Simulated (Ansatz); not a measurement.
# ScAl: the cost of one run

Program: Ansatz 0.2.0. Level of theory: DFT PBEsol, scalar-relativistic, plane waves, PAW. These are calculated values, not measurements.

## 1. The system as given

It takes space group Pm-3m (No. 221, cubic). Conventional cell: a = 3.370 Å, b = 3.370 Å, c = 3.370 Å, α = 90.00°, β = 90.00°, γ = 90.00°. Sc (site symmetry m-3m) has 8 Al at 2.92 Å in its first shell of neighbours. Al (site symmetry m-3m) has 8 Sc at 2.92 Å in its first shell of neighbours.

As a file:

```cif
data_structure
_symmetry_space_group_name_H-M 'P 1'
_symmetry_Int_Tables_number 1
_cell_length_a 3.3703
_cell_length_b 3.3703
_cell_length_c 3.3703
_cell_angle_alpha 90.000
_cell_angle_beta 90.000
_cell_angle_gamma 90.000
_cell_volume 38.28
loop_
_atom_site_label
_atom_site_type_symbol
_atom_site_fract_x
_atom_site_fract_y
_atom_site_fract_z
_atom_site_occupancy
Sc1 Sc 0.50000 0.50000 0.50000 1
Al1 Al 0.00000 0.00000 0.00000 1
```

It goes back to an entry of the Materials Project, which need not be the stable form.

No relaxation comes first: the listed cell is the starting point.

## 2. The undisturbed cell

Contents of input.yaml:

```yaml
crystal:
  lattice:
    - [3.37034897, 0.0, 0.0]
    - [0.0, 3.37034897, 0.0]
    - [0.0, 0.0, 3.37034897]
  atoms:
    - { symbol: Sc, position: [0.5, 0.5, 0.5] }
    - { symbol: Al, position: [0.0, 0.0, 0.0] }
basis:
  ecutwfc: 420
kpoints:
  mp_grid: { grid: [16, 16, 16] }
hamiltonian:
  xc: pbesol
scf:
  occupations: { method: gaussian, width: 0.15 }
output:
  forces: true
  stress: true
  eigenvalues: true
```

Command:

```console
$ ansatz run input.yaml --threads 1 --pin off --max-ram 2560MiB --backend cpu --events-out ev --progress --plain --runs-dir out
```

What time and memory should one allow on 1 thread of Arm Neoverse V1, shared host?

About 3.7 s, with a peak of 0.34 GiB.
